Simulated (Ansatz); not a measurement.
# RbMnF3: the cost of one run

Program: Ansatz 0.2.0. Level of theory: DFT PBEsol, scalar-relativistic, plane waves, PAW. These are calculated values, not measurements.

3 further runs of the same task are left out: 3 set aside as unsound or not needed.

## 1. The starting structure

It takes space group Pm-3m (No. 221, cubic). Conventional cell: a = 4.223 Å, b = 4.223 Å, c = 4.223 Å, α = 90.00°, β = 90.00°, γ = 90.00°. Rb (site symmetry m-3m) is surrounded by 12 F at 2.99 Å. Mn (site symmetry m-3m) is surrounded by 6 F at 2.11 Å. F (site symmetry 4/mmm) has 2 Mn at 2.11 Å and 4 Rb at 2.99 Å as nearest neighbours.

Coordinates:

```cif
data_structure
_symmetry_space_group_name_H-M 'P 1'
_symmetry_Int_Tables_number 1
_cell_length_a 4.2233
_cell_length_b 4.2233
_cell_length_c 4.2233
_cell_angle_alpha 90.000
_cell_angle_beta 90.000
_cell_angle_gamma 90.000
_cell_volume 75.33
loop_
_atom_site_label
_atom_site_type_symbol
_atom_site_fract_x
_atom_site_fract_y
_atom_site_fract_z
_atom_site_occupancy
Rb1 Rb 0.00000 0.00000 0.00000 1
Mn1 Mn 0.50000 0.50000 0.50000 1
F1 F 0.50000 0.00000 0.50000 1
F2 F 0.50000 0.50000 0.00000 1
F3 F 0.00000 0.50000 0.50000 1
```

It goes back to an entry of the Materials Project, which need not be the stable form.

It is the result of an earlier relaxation at this level (volume 15.07 Å³/atom; gap on the mesh: 1.37 eV, site moments up to 4.2 μB).

## 2. Reference cell for the strains

The input, input.yaml:

```yaml
crystal:
  lattice:
    - [4.2232860341, 0.0, 0.0]
    - [0.0, 4.2232860341, 0.0]
    - [0.0, 0.0, 4.2232860341]
  atoms:
    - { symbol: Rb, position: [0.0, 0.0, 0.0] }
    - { symbol: Mn, position: [0.5, 0.5, 0.5], spin: 4.58 }
    - { symbol: F, position: [0.5, 0.0, 0.5] }
    - { symbol: F, position: [0.5, 0.5, 0.0] }
    - { symbol: F, position: [0.0, 0.5, 0.5] }
basis:
  ecutwfc: 420
kpoints:
  mp_grid: { grid: [6, 6, 6] }
hamiltonian:
  xc: pbesol
scf:
  occupations: { method: gaussian, width: 0.02 }
output:
  forces: true
  stress: true
  eigenvalues: true
  populations: true
magnetization:
  spin_polarized: true
```

Started as:

```bash
$ ansatz run input.yaml --threads 1 --pin off --max-ram 2560MiB --backend cpu --events-out ev --progress --plain --runs-dir out
```

What time and memory should one allow on 1 thread of Intel Xeon Platinum 8488C (Sapphire Rapids), shared host?

About 5.3 s, with a peak of 0.45 GiB.
